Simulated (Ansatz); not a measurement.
# BGeN: the cost of one run

Method: cc-pVTZ, core rule «outside noble gas», up to 16 orbitals frozen; program: Ansatz 0.2.0, Gaussian basis.

The runs, in order: UHF; CCSD(T) on RHF; CCSD(T) on UHF; BCCD(T) on RHF; CCSDT(Q) on RHF; CCSDT(Q) on UHF.

5 further runs of the same task are left out: 1 for a known fault of the program, 4 set aside as unsound or not needed.

**1. The geometry**

The geometry is a PBE0/def2-TZVP stationary point (not a proven minimum). No spin-orbit coupling is included. The filled d shell of Ge may be among the frozen orbitals whatever the setting's name suggests; the logs give the count.

3 atoms, charge 0, spin multiplicity 1.

Atoms are counted from 1 here; the program's logs count them from 0.

Bond lengths: Ge1–B2 2.045 Å, Ge1–N3 1.843 Å, B2–N3 1.303 Å. Angles: B2–Ge1–N3 38.7°, Ge1–B2–N3 62.2°, Ge1–N3–B2 79.1°.

**2. UHF**

in.yaml

```yaml
crystal:
  periodic: [false, false, false]
  atoms:
    - {symbol: Ge, position_ang: [0.000000, 0.003809, 0.464027]}
    - {symbol: B, position_ang: [0.000000, 0.718032, -1.451954]}
    - {symbol: N, position_ang: [0.000000, -0.573961, -1.285801]}
basis:
  gaussian: {orbitals: cc-pVTZ}
magnetization: {spin_polarized: true, initial_magnetization: 0}
hamiltonian: {xc: hf}
output: {orbitals: {seedname: orbitals}}
```

Command:

```
$ ansatz run in.yaml --threads 1 --pin off --events-out ev --progress --plain --max-ram 4096MiB --backend cpu
```

Q: Estimate wall time and peak memory on 1 thread of AMD EPYC 7R13, shared host.

About 9 s, with a peak of 0.33 GiB.
